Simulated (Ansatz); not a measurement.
**C4H12O4Sn: how energies converge with the basis set**

How large a basis does C4H12O4Sn need? Two functionals are run in growing sets.

Method: one geometry, several basis sets; program: Ansatz 0.2.0, Gaussian basis.

Levels to be run: PBE0-D4/def2-SVP; ωB97M-V/def2-SVP; PBE0-D4/def2-QZVPP; ωB97M-V/def2-QZVPP; the functionals' def2-TZVPP values are taken from earlier runs.

## Step 1: Structure used throughout

An earlier PBE0-D4 in a triple-zeta def2 set relaxation fixed the geometry. Sn takes the def2 core potential; no spin-orbit term is included.

SMILES `C[O][Sn]([O]C)([O]C)[O]C`, 21 atoms, charge 0, spin multiplicity 1.

Atoms are counted from 1 here; the program's logs count them from 0.

Bond lengths: C1–O2 1.412 Å, C1–H10 1.093 Å, C1–H11 1.097 Å, C1–H12 1.097 Å, O2–Sn3 1.944 Å, Sn3–O4 1.944 Å, Sn3–O6 1.944 Å, Sn3–O8 1.944 Å, O4–C5 1.412 Å, C5–H13 1.097 Å, C5–H14 1.093 Å, C5–H15 1.097 Å, O6–C7 1.412 Å, C7–H16 1.093 Å, C7–H17 1.097 Å, C7–H18 1.097 Å, O8–C9 1.412 Å, C9–H19 1.097 Å and more. Angles: O2–C1–H10 107.6°, O2–C1–H11 112.4°, O2–C1–H12 112.4°, H10–C1–H11 108.1°, H10–C1–H12 108.1°, H11–C1–H12 108.1°, C1–O2–Sn3 119.4°, O2–Sn3–O4 112.2°, O2–Sn3–O6 104.3°, O2–Sn3–O8 112.1°, O4–Sn3–O6 112.1°, O4–Sn3–O8 104.2°, O6–Sn3–O8 112.2°, Sn3–O4–C5 119.4°, O4–C5–H13 112.4°, O4–C5–H14 107.6°, O4–C5–H15 112.4°, H13–C5–H14 108.1° and more.

## Step 2: PBE0-D4 in def2-SVP

in.yaml

```yaml
crystal:
  periodic: [false, false, false]
  atoms:
    - {symbol: C, position_ang: [2.301200, 0.830457, -1.566005]}
    - {symbol: O, position_ang: [1.563200, 1.080214, -0.388080]}
    - {symbol: Sn, position_ang: [-0.005589, 0.000579, 0.002063]}
    - {symbol: O, position_ang: [-1.337816, 0.105848, -1.409669]}
    - {symbol: C, position_ang: [-1.880106, 1.362264, -1.758670]}
    - {symbol: O, position_ang: [-0.667006, 0.708895, 1.687225]}
    - {symbol: C, position_ang: [-1.819995, 0.141216, 2.272741]}
    - {symbol: O, position_ang: [0.419346, -1.892766, 0.118578]}
    - {symbol: C, position_ang: [1.375107, -2.331923, 1.060990]}
    - {symbol: H, position_ang: [3.131756, 1.540291, -1.592428]}
    - {symbol: H, position_ang: [2.719045, -0.183442, -1.590021]}
    - {symbol: H, position_ang: [1.701474, 0.974294, -2.473079]}
    - {symbol: H, position_ang: [-1.116847, 2.058764, -2.126723]}
    - {symbol: H, position_ang: [-2.604635, 1.198416, -2.560298]}
    - {symbol: H, position_ang: [-2.402155, 1.839519, -0.920295]}
    - {symbol: H, position_ang: [-2.017402, 0.679489, 3.203163]}
    - {symbol: H, position_ang: [-1.685931, -0.920080, 2.515283]}
    - {symbol: H, position_ang: [-2.704232, 0.235732, 1.630588]}
    - {symbol: H, position_ang: [1.076602, -2.110025, 2.092885]}
    - {symbol: H, position_ang: [1.465142, -3.416367, 0.959664]}
    - {symbol: H, position_ang: [2.364540, -1.890675, 0.889284]}
basis:
  gaussian: {orbitals: def2-SVP}
hamiltonian: {xc: pbe0, dispersion: d4}
output: {orbitals: {seedname: orbitals}}
```

Command:

```sh
$ ansatz run in.yaml --threads 4 --pin off --events-out ev --progress --plain --max-ram 46080MiB --backend cpu
```

Further steps of the session: ωB97M-V in def2-SVP; PBE0-D4 in def2-QZVPP; ωB97M-V in def2-QZVPP.

Q: Predict the results of all the runs planned. Wanted: PBE0-D4: double and triple zeta above quadruple; ωB97M-V: double and triple zeta above quadruple.

The runs gave:

```
                                       quantity           value
PBE0-D4: double and triple zeta above quadruple  16.27, 0.82 eV
ωB97M-V: double and triple zeta above quadruple  16.74, 0.79 eV
```

**Reading.** PBE0-D4 gains 15.45 eV from double to triple zeta, then 0.82 eV more. Total energies overstate the basis error of differences, where much of it tends to cancel.
